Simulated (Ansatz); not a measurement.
# AlZn2: the cost of one run

Computed with Ansatz 0.2.0 (DFT PBE, scalar-relativistic, plane waves, PAW, unless a step's input says otherwise).

## 1. The starting structure

Symmetry: Fd-3m, No. 227, cubic system. Conventional cell: a = 7.037 Å, b = 7.037 Å, c = 7.037 Å, α = 90.00°, β = 90.00°, γ = 90.00°. Al (site symmetry -43m) is surrounded by 12 Zn at 2.92 Å and 4 Al at 3.05 Å. Zn (site symmetry -3m) is surrounded by 6 Zn at 2.49 Å.

As a file:

```cif
data_structure
_symmetry_space_group_name_H-M 'Fd-3m:1'
_symmetry_Int_Tables_number 227
_cell_length_a 7.0370
_cell_length_b 7.0370
_cell_length_c 7.0370
_cell_angle_alpha 90.000
_cell_angle_beta 90.000
_cell_angle_gamma 90.000
_cell_volume 348.47
loop_
_atom_site_label
_atom_site_type_symbol
_atom_site_symmetry_multiplicity
_atom_site_Wyckoff_symbol
_atom_site_fract_x
_atom_site_fract_y
_atom_site_fract_z
_atom_site_occupancy
Al1 Al 8 b 0.00000 0.00000 0.50000 1
Zn1 Zn 16 c 0.12500 0.12500 0.12500 1
```

This is candidate A: cubic Laves (C15) type (Fd-3m, No. 227).

(A quick probe on a coarse mesh, which set the mesh and smearing, is not shown.)

## 3. Coarse relaxation (candidate A)

File input.yaml:

```yaml
crystal:
  lattice:
    - [0.0, 3.518504307, 3.518504307]
    - [3.518504307, 0.0, 3.518504307]
    - [3.518504307, 3.518504307, 0.0]
  atoms:
    - { symbol: Al, position: [0.0, 0.0, 0.0] }
    - { symbol: Al, position: [0.25, 0.25, 0.25] }
    - { symbol: Zn, position: [0.625, 0.625, 0.625] }
    - { symbol: Zn, position: [0.125, 0.625, 0.625] }
    - { symbol: Zn, position: [0.625, 0.625, 0.125] }
    - { symbol: Zn, position: [0.625, 0.125, 0.625] }
basis:
  ecutwfc: 420
kpoints:
  mp_grid: { grid: [4, 4, 4] }
hamiltonian:
  xc: pbe
scf:
  occupations: { method: gaussian, width: 0.1 }
  lower_state_search: "off"
output:
  forces: true
  stress: true
  eigenvalues: true
relax:
  adjacent_minimum: "off"
  f_tol: 0.04
  max_steps: 70
  cell: { stress_tol: 0.4 }
```

Run with:

```sh
$ ansatz run input.yaml --threads 1 --pin off --max-ram 2560MiB --backend cpu --events-out ev --progress --plain --runs-dir out
```

**Question.** How long does this run take on 1 thread of Arm Neoverse V1, shared host, and how much memory does it need?

About 11 s, with a peak of 0.35 GiB.
